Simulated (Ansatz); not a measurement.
# GaAsH (doublet): the correlation ladder, cc-pVTZ

How much of the correlation energy of GaAsH (doublet) does each wave-function method recover here?

Method: cc-pVTZ, core rule «outside noble gas», up to 28 orbitals frozen; program: Ansatz 0.2.0, Gaussian basis.

Plan: UHF; CCSD(T) on ROHF; CCSD(T) on UHF; BCCD(T) on ROHF; CCSDT(Q) on ROHF; CCSDT(Q) on UHF; CASSCF and MRCISD+Q, 9 electrons in 9 orbitals; CASSCF and NEVPT2, 9 electrons in 9 orbitals.

10 further runs of the same task are left out: 5 for a known fault of the program, 5 set aside as unsound or not needed. Runs told in other sessions of the task aren't counted.

### Step 1. The geometry

The geometry is a PBE0/def2-TZVP stationary point (not a proven minimum). No spin-orbit coupling is included. The filled d shell of Ga, As may be among the frozen orbitals whatever the setting's name suggests.

3 atoms, charge 0, spin multiplicity 2.

Atoms are counted from 1 here; the program's logs count them from 0.

Bond lengths: Ga1–As2 2.555 Å, As2–H3 1.537 Å. Angles: Ga1–As2–H3 82.5°.

### Step 2. UHF

in.yaml reads:

```yaml
crystal:
  periodic: [false, false, false]
  atoms:
    - {symbol: Ga, position_ang: [0.000000, -0.483232, 1.643709]}
    - {symbol: As, position_ang: [0.000000, -0.521737, -0.911101]}
    - {symbol: H, position_ang: [0.000000, 1.004969, -0.732608]}
basis:
  gaussian: {orbitals: cc-pVTZ}
magnetization: {spin_polarized: true, initial_magnetization: 1}
hamiltonian: {xc: hf}
output: {orbitals: {seedname: orbitals}}
```

On the command line:

```
$ ansatz run in.yaml --threads 1 --pin off --events-out ev --progress --plain --max-ram 3968MiB --backend cpu
```

The runs that follow: CCSD(T) on ROHF; CCSD(T) on UHF; BCCD(T) on ROHF; CCSDT(Q) on ROHF; CCSDT(Q) on UHF; CASSCF and MRCISD+Q, 9 electrons in 9 orbitals; CASSCF and NEVPT2, 9 electrons in 9 orbitals.

Before running them: what should the planned runs give, taken together? Wanted: UCCSDT(Q) from the RHF energy; RMP2 from UCCSDT(Q); UMP2 from UCCSDT(Q); RCCSD from UCCSDT(Q); RCCSD(T) from UCCSDT(Q); UCCSD(T) from UCCSDT(Q); RCCSDT(Q) from UCCSDT(Q); NEVPT2 valence from UCCSDT(Q); MRCISD+Q valence from UCCSDT(Q).

**Answer**, as computed:

| quantity | value |
| --- | --- |
| UCCSDT(Q) from the ROHF energy | -5.6832 eV |
| RMP2 from UCCSDT(Q) | +25.00 kcal/mol |
| UMP2 from UCCSDT(Q) | +25.52 kcal/mol |
| RCCSD from UCCSDT(Q) | +6.19 kcal/mol |
| RCCSD(T) from UCCSDT(Q) | +1.04 kcal/mol |
| UCCSD(T) from UCCSDT(Q) | +1.00 kcal/mol |
| RCCSDT(Q) from UCCSDT(Q) | +0.07 kcal/mol |
| NEVPT2 valence from UCCSDT(Q) | +22.15 kcal/mol |
| MRCISD+Q valence from UCCSDT(Q) | +1.22 kcal/mol |
| levels within 1 kcal/mol (43 meV) | UCCSD(T), RCCSDT, UCCSDT, RCCSDT(Q) |
| T1 diagnostic | 0.020 |
| effectively unpaired electrons | 1.07 |

In words: RCCSD(T) lands +1.04 kcal/mol from the yardstick (0.8 % of the correlation energy). One determinant dominates. Of the multireference levels listed MRCISD+Q valence comes nearest in total energy (+1.22 kcal/mol), which doesn't show that its space is the better one. These misses are within one basis, not against nature; the frozen cores of restricted and unrestricted runs differ, which can shift their rows.
